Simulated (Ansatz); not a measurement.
## CH2AlNO, SMILES N#[C][AlH][OH]: a rigid torsion scan

Program: Ansatz 0.2.0 through its Python package.

Script `ch2alno_torsion.py`:
```python
'''Rigid torsion scan of CH2AlNO.'''

import ansatz
from ase import Atoms

atoms = Atoms(['N', 'C', 'Al', 'O', 'H', 'H'], positions=[
    (2.5058, -0.9924, 0.7549),
    (1.3573, -0.6911, 0.4782),
    (-0.5107, -0.2516, 0.0223),
    (-0.9399, 1.5107, -0.0357),
    (-1.5198, -1.4275, -0.2945),
    (-0.8506, 1.788, -0.9713),
])

# relax first, so that the scan starts from a minimum
first = (
    ansatz.Crystal.molecule_from_ase(atoms).calculation()
    .basis(gaussian='def2-SVP')
    .functional('r2scan0')
    .relax(force_tolerance=0.02, max_steps=80)
)
atoms.positions = first.run().report['positions_ang']

start = atoms.get_dihedral(1, 2, 3, 5)
energies = {}
for turn in range(0, 360, 30):
    turned = atoms.copy()
    turned.set_dihedral(1, 2, 3, 5, start + turn, indices=[3, 5])
    calculation = (
        ansatz.Crystal.molecule_from_ase(turned).calculation()
        .basis(gaussian='def2-SVP')
        .functional('r2scan0')
    )
    energies[round((start + turn) % 360)] = calculation.run().report['free_energy_ev']
floor = min(energies.values())
print('dihedral C1-Al2-O3-H5 (deg)   E - E(min) (kJ/mol)')
for angle, e in sorted(energies.items()):
    print(f'{angle:8d} {96.485332 * (e - floor):14.3f}  ' + '#' * int(30 * (e - floor) / max(max(energies.values()) - floor, 1e-9)))
```

```console
$ python ch2alno_torsion.py
dihedral C1-Al2-O3-H5 (deg)   E - E(min) (kJ/mol)
      30          3.229  #######
      60          9.867  ######################
      90         13.450  ##############################
     120         10.502  #######################
     150          4.302  #########
     180          1.213  ##
     210          4.280  #########
     240         10.479  #######################
     270         13.448  #############################
     300          9.888  ######################
     330          3.249  #######
     360          0.000
```

The scan is rigid and the energies are electronic, in a modest basis. With rigid groups the curve can differ much from the relaxed path, the start wasn't checked as a minimum of this torsion, and equivalent turns needn't return to the same energy. The whole script took 61 s on 1 thread of Arm Neoverse V2, with other jobs on the host, peak memory 0.25 GiB.
